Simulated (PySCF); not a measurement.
# C2H4ClGeN: NMR shifts at several levels of theory, part 2 of 2

PySCF 2.14.0. Atoms count from 0.

## 10. Shielding tensors: LC-wPBE/pcSseg-2

What the job is given:

```
{"job": {"kind": "nmr", "xc": "LC-wPBE", "basis": "pcSseg-2", "pop": false}, "charge": 0, "multiplicity": 1}
N     -0.980817     2.600123    -1.425694
C     -0.798492     1.459827    -1.338384
C     -0.526789     0.043476    -1.227018
Ge     1.406112    -0.341452    -1.292002
Cl     2.065777     0.224776    -3.261592
H     -0.932792    -0.346970    -0.279898
H     -1.007987    -0.500891    -2.054305
H      1.626286    -1.851255    -1.125485
H      2.170388     0.501798    -0.266652
```

Level: GIAO LC-wPBE/pcSseg-2 NMR shielding, non-relativistic, gas phase.

Standard output:

```text
coarse grid: 39104 points
cycle   1  E = -2670.0646088069  dE = -2.069e-01  |g| = 1.274e+00  |ddm| = 2.185e+00
cycle   2  E = -2669.9887660389  dE =  7.584e-02  |g| = 1.506e+00  |ddm| = 1.086e+00
cycle   3  E = -2670.2236750914  dE = -2.349e-01  |g| = 1.437e-01  |ddm| = 6.686e-01
cycle   4  E = -2670.2266881095  dE = -3.013e-03  |g| = 9.676e-02  |ddm| = 1.146e-01
cycle   5  E = -2670.2281387234  dE = -1.451e-03  |g| = 1.102e-02  |ddm| = 5.215e-02
cycle   6  E = -2670.2281788119  dE = -4.009e-05  |g| = 5.444e-03  |ddm| = 1.609e-02
cycle   7  E = -2670.2281863872  dE = -7.575e-06  |g| = 8.601e-04  |ddm| = 7.202e-03
final grid: 79680 points
cycle   8  E = -2670.2280688324  dE = -3.649e-07  |g| = 7.475e-04  |ddm| = 2.417e-03
cycle   9  E = -2670.2280688204  dE =  1.206e-08  |g| = 9.736e-04  |ddm| = 8.471e-04
cycle  10  E = -2670.2280689483  dE = -1.279e-07  |g| = 9.640e-05  |ddm| = 4.701e-04
cycle  11  E = -2670.2280689516  dE = -3.286e-09  |g| = 6.521e-05  |ddm| = 1.371e-04
cycle  12  E = -2670.2280689529  dE = -1.363e-09  |g| = 2.635e-05  |ddm| = 1.170e-04
cycle  13  E = -2670.2280689531  dE = -1.173e-10  |g| = 3.005e-06  |ddm| = 2.268e-05
converged SCF energy = -2670.2280689531

GIAO shielding tensors (ppm)
atom      isotropic    diamagn.    paramagn.     s11        s22        s33       span
  0 N      -39.274     333.108    -372.382   -220.364   -204.250    306.792    527.156
  1 C       58.669     262.326    -203.656    -61.784    -54.973    292.764    354.548
  2 C      183.603     242.253     -58.650    174.713    187.037    189.058     14.346
  3 Ge    1369.430    2755.701   -1386.271   1269.727   1351.328   1487.236    217.510
  4 Cl    1025.254    1146.698    -121.444    972.769   1050.183   1052.810     80.041
  5 H       29.773      30.636      -0.863     24.004     27.565     37.749     13.745
  6 H       29.489      27.081       2.408     24.877     27.628     35.961     11.084
  7 H       26.147      27.777      -1.630     19.301     21.391     37.750     18.449
  8 H       25.998      28.692      -2.694     19.605     21.205     37.183     17.578
```

Run time: 56 s. Hardware: 1 thread of Arm Neoverse V1, shared host; peak memory 1.2 GiB.

In short: δ C1 129.6, C2 4.7, N0 303.3, Ge3 -22, H7 5.24, H5 1.69 ppm (means over like atoms).

## 11. Shielding tensors: PBE0/STO-3G

Same as in step 10 but for these lines:

```diff
@@ -1,2 +1,2 @@
-{"job": {"kind": "nmr", "xc": "LC-wPBE", "basis": "pcSseg-2", "pop": false}, "charge": 0, "multiplicity": 1}
+{"job": {"kind": "nmr", "xc": "PBE0", "basis": "STO-3G", "pop": true}, "charge": 0, "multiplicity": 1}
 N     -0.980817     2.600123    -1.425694
```

Level: GIAO PBE0/STO-3G NMR shielding, non-relativistic, gas phase.

Standard output:

```text
coarse grid: 39104 points
cycle   1  E = -2639.4139744284  dE = -2.144e+00  |g| = 4.926e-01  |ddm| = 3.976e+00
cycle   2  E = -2639.3231677289  dE =  9.081e-02  |g| = 8.098e-01  |ddm| = 1.526e+00
cycle   3  E = -2639.4897627305  dE = -1.666e-01  |g| = 1.931e-01  |ddm| = 9.502e-01
cycle   4  E = -2639.4999949774  dE = -1.023e-02  |g| = 1.464e-02  |ddm| = 2.276e-01
cycle   5  E = -2639.5000851305  dE = -9.015e-05  |g| = 2.755e-03  |ddm| = 3.482e-02
cycle   6  E = -2639.5000891317  dE = -4.001e-06  |g| = 6.515e-04  |ddm| = 7.471e-03
final grid: 79680 points
cycle   7  E = -2639.5000563112  dE =  2.527e-08  |g| = 7.941e-04  |ddm| = 1.938e-03
cycle   8  E = -2639.5000558539  dE =  4.573e-07  |g| = 1.557e-03  |ddm| = 2.413e-03
cycle   9  E = -2639.5000564749  dE = -6.209e-07  |g| = 2.462e-04  |ddm| = 1.621e-03
cycle  10  E = -2639.5000564916  dE = -1.673e-08  |g| = 8.980e-06  |ddm| = 2.811e-04
cycle  11  E = -2639.5000564916  dE = -3.411e-11  |g| = 1.514e-06  |ddm| = 1.911e-05
converged SCF energy = -2639.5000564916

GIAO shielding tensors (ppm)
atom      isotropic    diamagn.    paramagn.     s11        s22        s33       span
  0 N       70.979     320.140    -249.162    -57.571    -44.576    315.082    372.653
  1 C      142.317     265.413    -123.095     64.780     70.958    291.213    226.433
  2 C      231.172     244.451     -13.279    221.343    225.921    246.254     24.911
  3 Ge    2066.561    2730.168    -663.607   1941.145   2043.644   2214.894    273.749
  4 Cl    1249.560    1127.695     121.865   1080.173   1313.174   1355.333    275.160
  5 H       31.312      31.093       0.219     24.586     28.412     40.936     16.350
  6 H       30.862      28.349       2.513     24.758     28.376     39.451     14.693
  7 H       29.574      30.214      -0.640     23.273     24.873     40.575     17.302
  8 H       29.446      31.150      -1.704     23.832     24.756     39.750     15.918
```

Wall time 3.4 s (1 thread of Arm Neoverse V1, shared host); peak memory 0.34 GiB.

In short: δ C1 92.4, C2 3.5, N0 223.7, Ge3 -14, H7 3.10, H5 1.52 ppm (means over like atoms).

## 12. NMR shieldings: PBE0/6-31G

Same as in step 11 but for these lines:

```diff
@@ -1,2 +1,2 @@
-{"job": {"kind": "nmr", "xc": "PBE0", "basis": "STO-3G", "pop": true}, "charge": 0, "multiplicity": 1}
+{"job": {"kind": "nmr", "xc": "PBE0", "basis": "6-31G", "pop": true}, "charge": 0, "multiplicity": 1}
 N     -0.980817     2.600123    -1.425694
```

Method: GIAO PBE0/6-31G NMR shielding, non-relativistic, gas phase.

Standard output:

```text
coarse grid: 39104 points
cycle   1  E = -2669.5135242253  dE = -8.152e-02  |g| = 4.885e-01  |ddm| = 3.051e+00
cycle   2  E = -2669.3206422453  dE =  1.929e-01  |g| = 1.047e+00  |ddm| = 1.726e+00
cycle   3  E = -2669.5836998113  dE = -2.631e-01  |g| = 1.324e-01  |ddm| = 1.056e+00
cycle   4  E = -2669.5885604389  dE = -4.861e-03  |g| = 3.504e-02  |ddm| = 2.009e-01
cycle   5  E = -2669.5888130696  dE = -2.526e-04  |g| = 6.740e-03  |ddm| = 3.786e-02
cycle   6  E = -2669.5888206232  dE = -7.554e-06  |g| = 9.260e-04  |ddm| = 6.928e-03
final grid: 79680 points
cycle   7  E = -2669.5888016026  dE =  1.234e-07  |g| = 1.280e-03  |ddm| = 2.323e-03
cycle   8  E = -2669.5888005198  dE =  1.083e-06  |g| = 2.590e-03  |ddm| = 2.935e-03
cycle   9  E = -2669.5888019052  dE = -1.385e-06  |g| = 4.256e-04  |ddm| = 2.078e-03
cycle  10  E = -2669.5888019456  dE = -4.046e-08  |g| = 2.638e-05  |ddm| = 3.940e-04
cycle  11  E = -2669.5888019458  dE = -1.928e-10  |g| = 5.041e-06  |ddm| = 3.778e-05
converged SCF energy = -2669.5888019458

GIAO shielding tensors (ppm)
atom      isotropic    diamagn.    paramagn.     s11        s22        s33       span
  0 N       -6.849     334.356    -341.205   -171.356   -157.833    308.642    479.998
  1 C       86.666     261.308    -174.642    -19.057    -13.417    292.472    311.529
  2 C      191.292     251.310     -60.018    180.220    193.668    199.989     19.769
  3 Ge    1663.110    2748.584   -1085.475   1569.376   1665.471   1754.483    185.107
  4 Cl    1032.563    1146.140    -113.577    974.680   1029.002   1094.007    119.327
  5 H       30.985      30.052       0.932     24.807     28.980     39.167     14.360
  6 H       30.730      28.317       2.414     25.499     29.074     37.617     12.117
  7 H       27.134      27.933      -0.799     20.284     22.413     38.705     18.421
  8 H       26.962      28.323      -1.361     20.582     22.245     38.060     17.478
```

Wall time 7 s (1 thread of Arm Neoverse V1, shared host); peak memory 0.43 GiB.

Key values: δ C1 112.9, C2 8.2, N0 267.5, Ge3 33, H7 5.56, H5 1.75 ppm (means over like atoms).

## 13. Side by side: NMR shifts

Shifts (ppm), means over like atoms, with basis size and wall time:

| run | C1 | C2 | H7 | H5 | N0 | Ge3 | Cl4 | functions | time |
| --- | --- | --- | --- | --- | --- | --- | --- | --- | --- |
| PBE0/pcSseg-2 | 123.3 | 6.4 | 5.41 | 1.87 | 303.3 | -25 | -59 | 270 | 40 s |
| mPW1PW91/pcSseg-2 | 123.2 | 6.7 | 5.40 | 1.87 | 303.2 | -24 | -60 | 270 | 36 s |
| WP04/pcSseg-2 | 118.9 | 9.2 | 4.92 | 1.89 | 292.1 | -30 | -63 | 270 | 35 s |
| B97-2/pcSseg-2 | 120.5 | 7.0 | 5.37 | 1.88 | 295.1 | -27 | -58 | 270 | 35 s |
| BHandHLYP/pcSseg-2 | 125.3 | 4.9 | 5.20 | 1.79 | 304.8 | -31 | -80 | 270 | 38 s |
| CAM-B3LYP/pcSseg-2 | 125.3 | 5.9 | 5.36 | 1.80 | 304.1 | -26 | -65 | 270 | 52 s |
| wB97X-D/pcSseg-2 | 124.7 | 6.0 | 5.31 | 1.78 | 301.6 | -26 | -68 | 270 | 47 s |
| LC-wPBE/pcSseg-2 | 129.6 | 4.7 | 5.24 | 1.69 | 303.3 | -22 | -80 | 270 | 56 s |
| PBE0/STO-3G | 92.4 | 3.5 | 3.10 | 1.52 | 223.7 | -14 | -224 | 46 | 3.4 s |
| PBE0/6-31G | 112.9 | 8.2 | 5.56 | 1.75 | 267.5 | 33 | -101 | 75 | 7 s |

## 14. Outcome

This closing draws on all 2 parts.

| quantity | value |
| --- | --- |
| point group | C1 |
| rotational constants (main isotopes) | 3.70, 1.69, 1.27 GHz |
| 13C shifts against TMS (PBE0/pcSseg-2) | 123.3, 6.4 ppm |
| 1H shifts against TMS (PBE0/pcSseg-2, means over atoms taken as alike) | 5.41, 1.87 ppm |
| 15N shifts against NH3 (PBE0/pcSseg-2) | 303.3 ppm |
| 73Ge shifts against GeMe4 (PBE0/pcSseg-2) | -25 ppm |
| 35Cl shifts against HCl (PBE0/pcSseg-2) | -59 ppm |
| range of the shift of Cl4 | -224 to -58 ppm |
| property runs in this session | 10, of which 0 failed and 1 gave unsound results |

**Reading.** Single values in the summary come from the first run of each kind that ended normally (PBE0/pcSseg-2), which need not be the best level. Relaxing lowered the energy by 0.270 eV in 5 steps; the close pair that moved most is C2–Ge3, from 2.061 to 1.972 Å. C1 (nitrile carbon) lies farthest downfield among carbon, at 123.3 ppm; C≡N carbons fall here, among the sp2 signals but without a proton. At PBE0/pcSseg-2: The widest tensor belongs to N0: span 524 ppm, with a paramagnetic part of -376 ppm. In ppm, Cl4 moves most: its shift spreads over 165 ppm, from -224 (PBE0/STO-3G) to -58 (B97-2/pcSseg-2). A minimal basis is unusable for shieldings, so that end is no result. Spin-orbit coupling is left out, which matters for shieldings and couplings at and beside the heavy atoms.
